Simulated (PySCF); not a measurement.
**RbCl: from the state search to spectroscopic constants**

What are the lowest state that PBE0 finds, the bond length, vibrational wavenumber and bond energy of RbCl, and how much do these hang on the method?

The runs use PySCF 2.14.0; Rb def2-SVPD with ECP28, Cl def2-SVPD, scalar-relativistic core potentials.

## Step 1: The job

Settings of the job:

```
atoms                         : Rb, Cl
charge                        : 0
basis                         : Rb def2-SVPD with ECP28, Cl def2-SVPD
Hamiltonian                   : scalar-relativistic core potentials
basis functions               : 54
electrons treated             : 26
masses in u                   : 84.9118, 34.9689
levels                        : PBE0, PBE, r²SCAN, M06, B97-3, TPSSh, ωB97X, HF, MP2, SCS-MP2, CCSD, CCSD(T)
grid                          : 80 radial by 434 angular points
occupations                   : held fixed by the projection of orbital angular momentum
dissociation limit            : Rb + Cl, each in its ground configuration
starting distance in angstrom : 3.030
values of 2S to try           : 0, 2
```

Command:

```
$ OMP_NUM_THREADS=1 python dia.py task.json out
```

The runs that follow: The PBE0 curve of the state that the search chose; Other states along the same grid; PBE (GGA); r²SCAN (meta-GGA); M06; B97-3; TPSSh; ωB97X; RHF (mean field); Adding correlation.

Before running it: what results should come out? Wanted: for each run, Re; ωe; De; μ.

The runs gave:

Lowest PBE0 solution found, without spin–orbit coupling: ¹Σ⁺ (singlet), closed shell. The other levels ran on it alone.

| level | Re (Å) | ωe (cm⁻¹) | De (eV) | μ (D) |
| --- | --- | --- | --- | --- |
| RHF | 2.921 | 216.3 | 3.32 | -11.81 |
| RHF-MP2 | 2.893 | 222.5 | 4.23 | n/a |
| RHF-SCS-MP2 | 2.900 | 220.8 | 4.16 | n/a |
| RHF-CCSD | 2.896 | 222.4 | 4.02 | n/a |
| RHF-CCSD(T) | 2.897 | 221.7 | 4.08 | n/a |
| PBE | 2.866 | 219.7 | 4.26 | -10.81 |
| r²SCAN | 2.872 | 222.9 | 4.42 | -11.17 |
| TPSSh | 2.865 | 222.8 | 4.42 | -11.04 |
| PBE0 | 2.856 | 225.3 | 4.28 | -11.04 |
| B97-3 | 2.882 | 219.3 | 4.36 | -11.23 |
| M06 | 2.858 | 226.5 | 4.59 | -10.97 |
| ωB97X | 2.867 | 227.4 | n/a | -11.35 |

De is counted to Rb + Cl in their ground configurations. A positive dipole means Rb(−)Cl(+).

Differences from CCSD(T) in the same basis:

| level | Re (mÅ) | ωe (%) |
| --- | --- | --- |
| RHF | +23 | -2.4 |
| RHF-MP2 | -5 | +0.3 |
| RHF-SCS-MP2 | +2 | -0.4 |
| RHF-CCSD | -1 | +0.3 |
| PBE | -32 | -0.9 |
| r²SCAN | -26 | +0.5 |
| TPSSh | -32 | +0.5 |
| PBE0 | -41 | +1.6 |
| B97-3 | -16 | -1.1 |
| M06 | -40 | +2.2 |
| ωB97X | -30 | +2.6 |

In words: Judged by CCSD(T) in the same basis: best bond length RHF-CCSD (-1 mÅ), worst PBE0 (-41 mÅ); best wavenumber RHF-MP2 and RHF-CCSD (+0.3 %), worst ωB97X (+2.6 %). CCSD(T) in a basis this small is itself some way from its limit, more so than the functionals. Among the levels with a De in the table, it runs from 3.32 eV (RHF) to 4.59 eV (M06).

Correlated steps freeze 5 core orbitals. Spin–orbit coupling is left out.
